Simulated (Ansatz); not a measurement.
**CH6ClFSi2: small, medium and large basis sets**

One table from this session's results is given with a row withheld; the runs are named, their logs left out.

Computed with Ansatz 0.2.0, Gaussian basis. Level: one geometry, several basis sets.

The runs, in order: PBE0-D4/def2-SVP; ωB97M-V/def2-SVP; PBE0-D4/def2-QZVPP; ωB97M-V/def2-QZVPP; the functionals' def2-TZVPP values are taken from earlier runs.

### The geometry

The geometry comes from an earlier relaxation with PBE0-D4 in a triple-zeta def2 set; it is a stationary point, not always the lowest conformer.

11 atoms, charge 0, spin multiplicity 1.

Atoms are counted from 1 here; the program's logs count them from 0.

Bond lengths: F1–C2 1.386 Å, C2–Si3 1.908 Å, C2–Si4 1.908 Å, C2–Cl5 1.796 Å, Si3–H6 1.481 Å, Si3–H7 1.483 Å, Si3–H8 1.485 Å, Si4–H9 1.485 Å, Si4–H10 1.483 Å, Si4–H11 1.481 Å. Angles: F1–C2–Si3 108.9°, F1–C2–Si4 108.9°, F1–C2–Cl5 108.1°, Si3–C2–Si4 116.8°, Si3–C2–Cl5 106.8°, Si4–C2–Cl5 106.8°, C2–Si3–H6 108.5°, C2–Si3–H7 107.8°, C2–Si3–H8 108.3°, H6–Si3–H7 111.3°, H6–Si3–H8 110.8°, H7–Si3–H8 110.0°, C2–Si4–H9 108.3°, C2–Si4–H10 107.8°, C2–Si4–H11 108.5°, H9–Si4–H10 110.0°, H9–Si4–H11 110.8°, H10–Si4–H11 111.3°.

Set-up of the first run:

in.yaml

```yaml
crystal:
  periodic: [false, false, false]
  atoms:
    - {symbol: F, position_ang: [-1.645730, 0.964198, 0.105095]}
    - {symbol: C, position_ang: [-0.330241, 0.591563, -0.121495]}
    - {symbol: Si, position_ang: [0.514486, 0.250011, 1.555252]}
    - {symbol: Si, position_ang: [-0.298569, -0.820037, -1.405273]}
    - {symbol: Cl, position_ang: [0.526765, 1.986552, -0.861060]}
    - {symbol: H, position_ang: [0.441565, 1.480403, 2.377161]}
    - {symbol: H, position_ang: [1.920457, -0.134674, 1.284731]}
    - {symbol: H, position_ang: [-0.200304, -0.869993, 2.219252]}
    - {symbol: H, position_ang: [-1.042026, -1.977719, -0.845567]}
    - {symbol: H, position_ang: [1.118074, -1.190699, -1.636902]}
    - {symbol: H, position_ang: [-0.939178, -0.336805, -2.650594]}
basis:
  gaussian: {orbitals: def2-SVP}
hamiltonian: {xc: pbe0, dispersion: d4}
output: {orbitals: {seedname: orbitals}}
```

Started as:

```console
> ansatz run in.yaml --threads 4 --pin off --events-out ev --progress --plain --max-ram 10444MiB
```

Among the steps run: PBE0-D4 in def2-SVP; ωB97M-V in def2-SVP; PBE0-D4 in def2-QZVPP; ωB97M-V in def2-QZVPP.

One of the session's tables, all rows but one given; the rest of the session is left out.

It belongs to the step «Density functionals: the series». 

```
functional       basis  HOMO (eV)  LUMO (eV)
   PBE0-D4    def2-SVP      -7.85      -0.05
   PBE0-D4  def2-TZVPP      -7.94      -0.42
   PBE0-D4  def2-QZVPP      -7.96      -0.51
   ωB97M-V    def2-SVP     -10.04       1.94
   ωB97M-V  def2-TZVPP          ?          ?
   ωB97M-V  def2-QZVPP     -10.19       1.23
```

Q: Estimate the row for ωB97M-V, def2-TZVPP from the others.

As computed: HOMO (eV): -10.16; LUMO (eV): 1.40. In the column «HOMO (eV)» it lies between ωB97M-V, def2-QZVPP (-10.19) and ωB97M-V, def2-SVP (-10.04).
